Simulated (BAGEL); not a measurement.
# SiHCl2O (SMILES [O][SiH](Cl)Cl) at UHF/3-21G (density fitting with qzvpp-jkfit)

What is the vertical ionisation energy of SiHCl2O at UHF/3-21G (density fitting with qzvpp-jkfit)? 

The results are computed with BAGEL 1.2.2.

3 further runs of the same task are left out: 2 that didn't finish, 1 set aside as unsound or not needed.

### Step 1. The structure to begin with

The species is SiHCl2O (5 atoms), meant as a doublet with charge 0. SMILES: `[O][SiH](Cl)Cl`. Geometry: relaxed at PBE0-D4/def2-TZVP.

Bond lengths: O1–Si2 1.649 Å, Si2–Cl3 2.028 Å, Si2–Cl4 2.028 Å, Si2–H5 1.479 Å. Angles: O1–Si2–Cl3 111.9°, O1–Si2–Cl4 111.9°, Cl3–Si2–Cl4 108.4°, O1–Si2–H5 101.4°, Cl3–Si2–H5 111.6°, Cl4–Si2–H5 111.6°.

### Step 2. A single-point energy at UHF/3-21G (density fitting with qzvpp-jkfit)

File calc.json:

```json
{ "bagel": [

{
  "title": "molecule",
  "basis": "3-21g",
  "df_basis": "qzvpp-jkfit",
  "angstrom": true,
  "geometry": [
    { "atom": "O", "xyz": [       0.092100,      -0.719000,       1.517100 ] },
    { "atom": "Si", "xyz": [       0.084300,      -0.040000,       0.014900 ] },
    { "atom": "Cl", "xyz": [      -0.523700,       1.894600,       0.060800 ] },
    { "atom": "Cl", "xyz": [      -1.112100,      -1.056100,      -1.269800 ] },
    { "atom": "H", "xyz": [       1.509200,      -0.153100,      -0.364300 ] }
  ]
},

{
  "title": "uhf",
  "nopen": 1
},

{
  "title": "print",
  "file": "orbitals.molden",
  "orbitals": true
}

]}
```

On the command line:

```bash
$ BAGEL_NUM_THREADS=1 BAGEL calc.json > calc.out
```

The log of the run:

```text
* using 1 threads per process

  ===============================================================
  ===============================================================

  *** Geometry ***

  { "atom" : "O", "xyz" : [      0.174044,     -1.358713,      2.866904 ] },
  { "atom" : "Si", "xyz" : [      0.159304,     -0.075589,      0.028157 ] },
  { "atom" : "Cl", "xyz" : [     -0.989650,      3.580275,      0.114895 ] },
  { "atom" : "Cl", "xyz" : [     -2.101564,     -1.995740,     -2.399574 ] },
  { "atom" : "H", "xyz" : [      2.851975,     -0.289317,     -0.688427 ] },

  Number of auxiliary basis functions:      479

  Since a DF basis is specified, we compute 2- and 3-index integrals:
    o Being stored without compression. Storage requirement is 0.010 GB

  Number of basis functions:       50
  Number of electrons      :       57

    * METHOD: MOLECULE                             0.14

  *** Open-shell HF ***

  === Nuclear Repulsion ===
   266.6654621826

      * DIIS with orbital gradients will be used.

  === UHF iteration (3-21g) ===
      0      -1276.67056541          0.05822246           0.08
      1      -1276.72002753          0.06866963           0.08
      2      -1276.83279375          0.05915236           0.08
      3      -1277.05726797          0.00687363           0.08
      4      -1277.07408005          0.00299275           0.08
      5      -1277.07773928          0.00140166           0.08
      6      -1277.07860722          0.00106630           0.08
      7      -1277.07955910          0.00078596           0.08
      8      -1277.08034188          0.00042339           0.08
      9      -1277.08043077          0.00019594           0.08
     10      -1277.08049072          0.00003743           0.08
     11      -1277.08050394          0.00001441           0.08
     12      -1277.08050737          0.00000875           0.08
     13      -1277.08050887          0.00000271           0.08
     14      -1277.08050894          0.00000095           0.09
     15      -1277.08050895          0.00000029           0.08
     16      -1277.08050895          0.00000008           0.08
     17      -1277.08050895          0.00000004           0.08
     18      -1277.08050895          0.00000003           0.08
     19      -1277.08050895          0.00000002           0.09
     20      -1277.08050895          0.00000002           0.08
     21      -1277.08050895          0.00000002           0.08
     22      -1277.08050895          0.00000002           0.08
     23      -1277.08050895          0.00000002           0.08
     24      -1277.08050895          0.00000002           0.07
     25      -1277.08050895          0.00000001           0.08
     26      -1277.08050895          0.00000001           0.08
     27      -1277.08050895          0.00000001           0.08
    * SCF iteration converged.

    * S^2 (UHF) is 0.7546

    * Permanent dipole moment:
           (   -0.681513,     0.080967,     0.121994) a.u.

    * METHOD: UHF                                  2.40

    * METHOD: PRINT                                0.00

  ===============================================================
```

It took 2.7 s on 1 thread of Arm Neoverse V2, shared host.

### Step 3. The singlet cation at the same level

File hf.json:

```json
{ "bagel" : [

{
  "title" : "molecule",
  "basis" : "3-21g",
  "df_basis" : "qzvpp-jkfit",
  "angstrom" : "true",
  "geometry" : [
    { "atom" : "O", "xyz" : [    0.092100,   -0.719000,    1.517100 ] },
    { "atom" : "Si", "xyz" : [    0.084300,   -0.040000,    0.014900 ] },
    { "atom" : "Cl", "xyz" : [   -0.523700,    1.894600,    0.060800 ] },
    { "atom" : "Cl", "xyz" : [   -1.112100,   -1.056100,   -1.269800 ] },
    { "atom" : "H", "xyz" : [    1.509200,   -0.153100,   -0.364300 ] }
  ]
},
{
  "title" : "hf",
  "charge" : 1
},
{
  "title" : "print",
  "file" : "orbitals.molden",
  "orbitals" : "true"
}

]}
```

On the command line:

```bash
$ BAGEL_NUM_THREADS=1 BAGEL hf.json > hf.out
```

The log of the run:

```text
* using 1 threads per process

  ===============================================================
  ===============================================================

  *** Geometry ***

  { "atom" : "O", "xyz" : [      0.174044,     -1.358713,      2.866904 ] },
  { "atom" : "Si", "xyz" : [      0.159304,     -0.075589,      0.028157 ] },
  { "atom" : "Cl", "xyz" : [     -0.989650,      3.580275,      0.114895 ] },
  { "atom" : "Cl", "xyz" : [     -2.101564,     -1.995740,     -2.399574 ] },
  { "atom" : "H", "xyz" : [      2.851975,     -0.289317,     -0.688427 ] },

  Number of auxiliary basis functions:      479

  Since a DF basis is specified, we compute 2- and 3-index integrals:
    o Being stored without compression. Storage requirement is 0.010 GB

  Number of basis functions:       50
  Number of electrons      :       57

    * METHOD: MOLECULE                             0.14

  *** RHF ***

  === Nuclear Repulsion ===
   266.6654621826

      * DIIS with orbital gradients will be used.

  === RHF iteration (3-21g) ===
      0      -1276.11823187          0.03569140           0.04
      1      -1276.03062529          0.04500098           0.04
      2      -1276.49801701          0.00526689           0.04
      3      -1276.51917733          0.00504837           0.04
      4      -1276.53160130          0.00255253           0.04
      5      -1276.53999977          0.00091295           0.04
      6      -1276.54131945          0.00069962           0.04
      7      -1276.54214653          0.00056898           0.04
      8      -1276.54277430          0.00049363           0.04
      9      -1276.54356028          0.00029060           0.04
     10      -1276.54366346          0.00008184           0.04
     11      -1276.54367451          0.00002770           0.04
     12      -1276.54367496          0.00000777           0.04
     13      -1276.54367504          0.00000257           0.04
     14      -1276.54367504          0.00000076           0.04
     15      -1276.54367505          0.00000033           0.04
     16      -1276.54367505          0.00000016           0.04
     17      -1276.54367505          0.00000007           0.04
     18      -1276.54367505          0.00000002           0.04
     19      -1276.54367505          0.00000001           0.04
    * SCF iteration converged.

    * Permanent dipole moment:
           (   -1.573114,     0.825825,    -1.135553) a.u.

    * METHOD: HF                                   0.92

    * METHOD: PRINT                                0.00

  ===============================================================
```

Run time: 1.2 s. Hardware: 1 thread of Arm Neoverse V2, shared host.

### Step 4. Outcome

Level: UHF/3-21G (density fitting with qzvpp-jkfit).

| quantity | value |
| --- | --- |
| doublet SiHCl2O: total energy | -1277.08051 Eh |
| doublet SiHCl2O: dipole moment | 1.77 D |
| doublet SiHCl2O: ⟨S²⟩ | 0.755 |
| singlet cation: total energy | -1276.54368 Eh |
| singlet cation: HOMO energy | -18.62 eV |
| singlet cation: LUMO energy | -11.78 eV |
| singlet cation: HOMO–LUMO gap | 6.85 eV |
| vertical ionisation energy (to the singlet cation) | 14.608 eV |

The vertical ionisation energy comes to 14.61 eV (1409 kJ/mol). Only the singlet of the ionised species was computed; a triplet could lie lower.
